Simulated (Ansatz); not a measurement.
# NiO: the cost of one run

Program: Ansatz 0.2.0. Level of theory: DFT PBE+U, PAW, plane waves, scalar-relativistic; U − J = 5.8 eV on Ni d. These are calculated values, not measurements.

### 1 The starting structure

The structure is cubic, space group Fm-3m (No. 225). The conventional cell has a = 4.180 Å, b = 4.180 Å, c = 4.180 Å, α = 90.00°, β = 90.00°, γ = 90.00°. Around Ni (site symmetry m-3m) lie 6 O at 2.09 Å. O (site symmetry m-3m) has 6 Ni at 2.09 Å as nearest neighbours.

As a file:

```cif
data_structure
_symmetry_space_group_name_H-M 'P 1'
_symmetry_Int_Tables_number 1
_cell_length_a 5.1194
_cell_length_b 5.1194
_cell_length_c 5.1194
_cell_angle_alpha 33.557
_cell_angle_beta 33.557
_cell_angle_gamma 33.557
_cell_volume 36.52
loop_
_atom_site_label
_atom_site_type_symbol
_atom_site_fract_x
_atom_site_fract_y
_atom_site_fract_z
_atom_site_occupancy
Ni1 Ni 0.25000 0.25000 0.25000 1
Ni2 Ni 0.75000 0.75000 0.75000 1
O1 O 0.00000 0.00000 0.00000 1
O2 O 0.50000 0.50000 0.50000 1
```

Atoms are counted from 1 in the order of input.yaml (O4 and so on).

Known so far: 9 plain starts ended in 3 states. The lowest came from “moments +- scaled by 0.65, plain SCF [Ni1 1.30, Ni2 -1.30 μB]”: antiferromagnetic, site moments Ni1 1.66, Ni2 -1.66 μB, total 0.00 μB per cell, a gap of 3.10 eV on the k-mesh, free energy -12809.6779 eV.

Runs to come: parallel moments, default search for lower states; opposed moments +-, default search for lower states; whole orbital fillings typed, symmetry off, plain SCF; the moments typed in its input, symmetry off, plain SCF; the moments typed in its input, standard search for lower states.

A plain SCF has the search for lower states switched off and ends at the first converged state. The default search runs further SCF cycles only where the state itself hints at a lower one. The standard and full searches may also try other magnetic orders and fillings, and need not reach the lowest state. With a search on, the program may also reshape the start on open shells. 

Moments by site are taken inside atomic spheres; the rest lies between them.

### 2 Parallel moments, default search for lower states

input.yaml

```yaml
crystal:
  lattice:
    - [4.18, 2.09, 2.09]
    - [2.09, 4.18, 2.09]
    - [2.09, 2.09, 4.18]
  atoms:
    - { symbol: Ni, position: [0.25, 0.25, 0.25], spin: 2.0 }
    - { symbol: Ni, position: [0.75, 0.75, 0.75], spin: 2.0 }
    - { symbol: O, position: [0.0, 0.0, 0.0] }
    - { symbol: O, position: [0.5, 0.5, 0.5] }
magnetization:
  spin_polarized: true
hamiltonian:
  xc: pbe
  pseudopotentials: { kind: paw }
  hubbard: { sites: [{ species: Ni, l: d, u_eff: 5.8 }] }
basis:
  ecutwfc: 420
kpoints:
  mp_grid: { grid: [8, 8, 8] }
scf:
  occupations: { method: gaussian, width: 0.05 }
output:
  forces: true
  stress: true
  write_density: true
  write_potential: true
  elf: true
  volumetric_format: npy
```

Started as:

```bash
> ansatz run input.yaml --threads 2 --pin off --max-ram 5120MiB --backend cpu --events-out ev --progress --plain --runs-dir out
```

What time and memory should one allow on 2 threads of Arm Neoverse V1, shared host?

About 16 s, with a peak of 0.85 GiB.
